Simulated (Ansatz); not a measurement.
# WC: the cost of one run

Method: DFT PBE, scalar-relativistic, plane waves, PAW, in Ansatz 0.2.0.

## (1) The structure to begin with

The structure is orthorhombic, space group Pmmm (No. 47). Conventional cell: a = 3.805 Å, b = 4.005 Å, c = 14.000 Å, α = 90.00°, β = 90.00°, γ = 90.00°. W (site symmetry mmm) has 4 C at 2.76 Å as nearest neighbours. C (site symmetry mmm) has 4 W at 2.76 Å as nearest neighbours.

Coordinates:

```cif
data_structure
_symmetry_space_group_name_H-M 'Pmmm'
_symmetry_Int_Tables_number 47
_cell_length_a 3.8048
_cell_length_b 4.0054
_cell_length_c 14.0000
_cell_angle_alpha 90.000
_cell_angle_beta 90.000
_cell_angle_gamma 90.000
_cell_volume 213.35
loop_
_atom_site_label
_atom_site_type_symbol
_atom_site_symmetry_multiplicity
_atom_site_Wyckoff_symbol
_atom_site_fract_x
_atom_site_fract_y
_atom_site_fract_z
_atom_site_occupancy
W1 W 1 h 0.50000 0.50000 0.50000 1
C1 C 1 c 0.00000 0.00000 0.50000 1
```

Recipe of the guess: random sheet by layer group and Wyckoff sites. The dimensions are guesses.

It is a sheet, periodic along a and b, with vacuum along c; volumes and pressures of the box carry no meaning, and space groups named for it are those of the box.

## (2) The guess as it stands, on a coarse mesh

Input file input.yaml:

```yaml
crystal:
  lattice:
    - [3.804772, 0.0, 0.0]
    - [0.0, 4.005392, 0.0]
    - [0.0, 0.0, 14.0]
  atoms:
    - { symbol: W, position: [0.5, 0.5, 0.5] }
    - { symbol: C, position: [0.0, 0.0, 0.5] }
  periodic: [true, true, false]
basis:
  ecutwfc: 420
kpoints:
  mp_grid: { grid: [4, 4, 1] }
hamiltonian:
  xc: pbe
scf:
  occupations: { method: gaussian, width: 0.1 }
  lower_state_search: "off"
output:
  forces: true
  stress: true
  eigenvalues: true
```

Run with:

```
ansatz run input.yaml --threads 1 --pin off --max-ram 2048MiB --backend cpu --events-out ev --progress --plain --runs-dir out
```

**Question.** How long does this run take on 1 thread of Arm Neoverse V1, shared host, and how much memory does it need?

About 4 s, with a peak of 0.44 GiB.
